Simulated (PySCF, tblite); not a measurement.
# C5H14SSi2: geometry, infrared bands and NMR shifts

What infrared bands and NMR shifts should C5H14SSi2 (`C[SiH2]S[SiH2]C1CCC1`) show?

Computed with tblite 0.8.0 and PySCF 2.14.0, with density-fitted response routines of our own, on a single molecule in the gas phase. Atoms are numbered from 0 throughout.

## 1. The starting structure

22 atoms, charge 0, multiplicity 1; geometry from: force field or distance geometry start.

Bonds of the start (Å): C0–Si1 1.86, Si1–S2 2.18, S2–Si3 2.16, Si3–C4 1.87, C4–C5 1.52, C5–C6 1.51, C6–C7 1.51, C7–C4 1.52, C0–H8 1.12, C0–H9 1.13, C0–H10 1.11, Si1–H11 1.47, Si1–H12 1.46, Si3–H13 1.46, Si3–H14 1.46, C4–H15 1.10, C5–H16 1.11, C5–H17 1.10, C6–H18 1.10, C6–H19 1.09, C7–H20 1.10, C7–H21 1.11.

## 2. Geometry optimisation with GFN2-xTB

Job settings and geometry (Å):

```
{"job": {"kind": "relax", "xc": "GFN2-xTB", "basis": "xTB"}, "charge": 0, "multiplicity": 1}
C     -3.712100     0.628400    -0.226900
Si    -3.384400    -1.142100     0.258500
S     -1.467300    -1.105700     1.288000
Si    -0.148900    -0.044700    -0.060500
C      1.589800    -0.237300     0.596400
C      2.265900     1.119500     0.500500
C      3.239700     0.511300    -0.474000
C      2.586500    -0.846600    -0.372300
H     -3.106900     1.286100     0.444000
H     -4.808500     0.876400    -0.173200
H     -3.309100     0.790100    -1.253200
H     -4.441100    -1.717200     1.098200
H     -3.156700    -1.906200    -0.967000
H     -0.566400     1.352600    -0.148400
H     -0.307500    -0.680300    -1.366500
H      1.627600    -0.722300     1.584900
H      2.667300     1.392100     1.493500
H      1.619100     1.874700     0.036700
H      4.241800     0.469400    -0.016800
H      3.178300     0.905200    -1.488800
H      3.244500    -1.547700     0.169800
H      2.137900    -1.236300    -1.309000
```

Run with:

```console
$ OMP_NUM_THREADS=1 python probes_run.py task.json out
```

This one command runs all jobs of the session in turn.

**Question.** This job is followed by: GFN2-xTB harmonic vibrations, gas phase; GIAO PBE0/pcSseg-1 NMR shielding, non-relativistic, gas phase. What will the session give for the following? strongest single infrared mode (GFN2-xTB); zero-point energy (GFN2-xTB); 13C shifts against TMS (PBE0/pcSseg-1, means over atoms taken as alike); 1H shifts against TMS (PBE0/pcSseg-1, means over atoms taken as alike); 29Si shifts against TMS (PBE0/pcSseg-1); 33S shifts against CS2 (PBE0/pcSseg-1).

As calculated:

```
                                                               quantity                                               value
                              strongest single infrared mode (GFN2-xTB)                                721 cm⁻¹, 357 km/mol
                                           zero-point energy (GFN2-xTB)                                      108.0 kcal/mol
13C shifts against TMS (PBE0/pcSseg-1, means over atoms taken as alike)                          23.8, 21.0, 19.3, -2.0 ppm
 1H shifts against TMS (PBE0/pcSseg-1, means over atoms taken as alike)  4.94, 4.76, 2.56, 2.19, 2.03, 2.01, 1.83, 0.37 ppm
                                29Si shifts against TMS (PBE0/pcSseg-1)                                    -24.3, -27.9 ppm
                                 33S shifts against CS2 (PBE0/pcSseg-1)                                            -313 ppm
```

What this shows: Over 187 steps the energy fell by 0.595 eV; of the close pairs, C0–H9 changed most, 1.125 to 1.086 Å. All 60 modes are real, so the xTB geometry is a minimum. The strongest single mode, at 721 cm⁻¹, is spread over many atoms; the largest shares are those of H14, H13. GFN2-xTB is a fitted tight-binding method: band positions and strengths are rough. Its intensities can rank the bands wrongly. At PBE0/pcSseg-1: The widest tensor belongs to S2: span 142 ppm, with a paramagnetic part of -246 ppm.
